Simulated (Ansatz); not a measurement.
# CH₄BNS: basis-set convergence

How large a basis does CH₄BNS need? Two functionals are run in growing sets.

Computed with Ansatz 0.2.0, Gaussian basis. Level: one geometry, several basis sets.

Plan: PBE0-D4/def2-SVP; ωB97M-V/def2-SVP; PBE0-D4/def2-QZVPP; ωB97M-V/def2-QZVPP; the functionals' def2-TZVPP values are taken from earlier runs.

## 1. Structure used throughout

The geometry comes from an earlier relaxation with PBE0-D4 in a triple-zeta def2 set; it is a stationary point, not always the lowest conformer.

SMILES `NB1CS1`, 8 atoms, charge 0, spin multiplicity 1.

Atoms are counted from 1 here; the program's logs count them from 0.

Bond lengths: N1–B2 1.380 Å, N1–H5 1.005 Å, N1–H6 1.005 Å, B2–C3 1.529 Å, B2–S4 1.768 Å, C3–S4 1.871 Å, C3–H7 1.086 Å, C3–H8 1.086 Å. Angles: B2–N1–H5 123.0°, B2–N1–H6 122.6°, H5–N1–H6 114.4°, N1–B2–C3 147.0°, N1–B2–S4 144.3°, C3–B2–S4 68.7°, B2–C3–S4 61.7°, B2–C3–H7 121.3°, B2–C3–H8 121.3°, S4–C3–H7 113.6°, S4–C3–H8 113.6°, H7–C3–H8 113.5°, B2–S4–C3 49.6°.

## 2. PBE0-D4 in def2-SVP

Contents of in.yaml:

```yaml
crystal:
  periodic: [false, false, false]
  atoms:
    - {symbol: N, position_ang: [-0.502024, 1.402059, -0.174136]}
    - {symbol: B, position_ang: [-0.174969, 0.063775, -0.253052]}
    - {symbol: C, position_ang: [0.580378, -1.110057, 0.370835]}
    - {symbol: S, position_ang: [-0.392926, -1.414875, -1.197379]}
    - {symbol: H, position_ang: [-1.088451, 1.862181, -0.848229]}
    - {symbol: H, position_ang: [-0.171832, 1.997568, 0.564809]}
    - {symbol: H, position_ang: [1.653931, -1.220535, 0.245351]}
    - {symbol: H, position_ang: [0.188094, -1.637215, 1.236101]}
basis:
  gaussian: {orbitals: def2-SVP}
hamiltonian: {xc: pbe0, dispersion: d4}
output: {orbitals: {seedname: orbitals}}
```

Launch:

```
$ ansatz run in.yaml --threads 2 --pin off --events-out ev --progress --plain --max-ram 4352MiB
```

After this run come: ωB97M-V in def2-SVP; PBE0-D4 in def2-QZVPP; ωB97M-V in def2-QZVPP.

**Question.** What will the summary of the whole plan be? Wanted: PBE0-D4: double and triple zeta above quadruple; ωB97M-V: double and triple zeta above quadruple.

**Answer**, as computed:

| quantity | value |
| --- | --- |
| PBE0-D4: double and triple zeta above quadruple | 7.91, 0.52 eV |
| ωB97M-V: double and triple zeta above quadruple | 8.00, 0.48 eV |

In words: PBE0-D4 gains 7.40 eV from double to triple zeta, then 0.52 eV more. Total energies overstate the basis error of differences, where much of it tends to cancel. The LUMO of ωB97M-V is positive and keeps falling with the basis (2.92 to 1.42 eV): an unbound level that the basis holds in place.
